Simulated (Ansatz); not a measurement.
**CHBFNSe: up Jacob's ladder to CCSD(T)**

One table from this session's results is given with a row withheld; the runs are named, their logs left out.

Program: Ansatz 0.2.0, Gaussian basis. Level of theory: functionals in def2-TZVPP, the program's frozen cores in correlated methods. These are calculated values, not measurements.

Plan: LDA (SPW92), PBE-D4, revPBE-D4, BLYP-D4, r2SCAN-D4, B97M-V, PBE0-D4, B3LYP-D4, r2SCANh-D4, r2SCAN0-D4, HSE06-D4, BHLYP-D4, CAM-B3LYP-D4, LC-ωPBE, ωB97X-V, ωB97M-V, B2PLYP, PBE-QIDH; CCSD(T)/def2-SVP; CCSD(T)/def2-TZVPP; MP2/def2-QZVPP; extrapolation to the limit; RPA on PBE.

## The geometry

All runs share one geometry, relaxed beforehand with PBE0-D4 in a triple-zeta def2 set.

SMILES `FC1=NB[Se]1`, 6 atoms, charge 0, spin multiplicity 1.

Atoms are counted from 1 here; the program's logs count them from 0.

Bond lengths: F1–C2 1.300 Å, C2–N3 1.269 Å, C2–Se5 1.933 Å, N3–B4 1.457 Å, B4–Se5 2.018 Å, B4–H6 1.186 Å. Angles: F1–C2–N3 125.6°, F1–C2–Se5 123.5°, N3–C2–Se5 111.0°, C2–N3–B4 91.1°, N3–B4–Se5 98.9°, N3–B4–H6 130.7°, Se5–B4–H6 130.4°, C2–Se5–B4 59.1°.

The first run:

File in.yaml:

```yaml
crystal:
  periodic: [false, false, false]
  atoms:
    - {symbol: F, position_ang: [1.306078, -1.788395, -0.306432]}
    - {symbol: C, position_ang: [0.552071, -0.741846, -0.141875]}
    - {symbol: N, position_ang: [-0.345956, -0.611363, 0.745581]}
    - {symbol: B, position_ang: [-0.667117, 0.725202, 0.262896]}
    - {symbol: Se, position_ang: [0.667177, 0.840351, -1.246734]}
    - {symbol: H, position_ang: [-1.470152, 1.511951, 0.640362]}
basis:
  gaussian: {orbitals: def2-TZVPP}
hamiltonian: {xc: lda}
output: {orbitals: {seedname: orbitals}}
```

On the command line:

```console
$ ansatz run in.yaml --threads 2 --pin off --events-out ev --progress --plain --max-ram 4352MiB
```

Steps of the session up to this table: LDA; PBE-D4 (GGA); revPBE-D4 (GGA); BLYP-D4 (GGA); r2SCAN-D4 (meta-GGA); B97M-V (meta-GGA); B3LYP-D4 (hybrid); r2SCANh-D4 (hybrid); r2SCAN0-D4 (hybrid); HSE06-D4 (hybrid); BHLYP-D4 (hybrid); CAM-B3LYP-D4 (range-separated); LC-ωPBE (range-separated); ωB97X-V (range-separated); ωB97M-V (range-separated); B2PLYP (double hybrid); PBE-QIDH (double hybrid).

One table of the session follows, with a row left open; its other results are not shown here.

It belongs to the step «Orbital energies across the functionals». 

```
  functional  HOMO (eV)  LUMO (eV)  gap (eV)
 LDA (SPW92)      -6.47      -3.69      2.77
      PBE-D4          ?          ?         ?
   revPBE-D4      -6.21      -3.25      2.96
     BLYP-D4      -6.11      -3.21      2.90
   r2SCAN-D4      -6.54      -3.09      3.45
      B97M-V      -6.57      -2.99      3.58
     PBE0-D4      -7.40      -2.36      5.05
    B3LYP-D4      -7.17      -2.57      4.60
  r2SCANh-D4      -6.95      -2.72      4.23
  r2SCAN0-D4      -7.58      -2.18      5.40
    HSE06-D4      -7.01      -2.74      4.27
    BHLYP-D4      -8.39      -1.21      7.17
CAM-B3LYP-D4      -8.68      -1.20      7.48
     LC-ωPBE     -10.03      -0.02     10.01
     ωB97X-V      -9.66      -0.07      9.60
     ωB97M-V      -9.53      -0.23      9.30
```

**Question.** Estimate the row for PBE-D4.

The run gave: HOMO (eV): -6.28; LUMO (eV): -3.37; gap (eV): 2.90. In the column «HOMO (eV)» it lies between LDA (SPW92) (-6.47) and revPBE-D4 (-6.21).
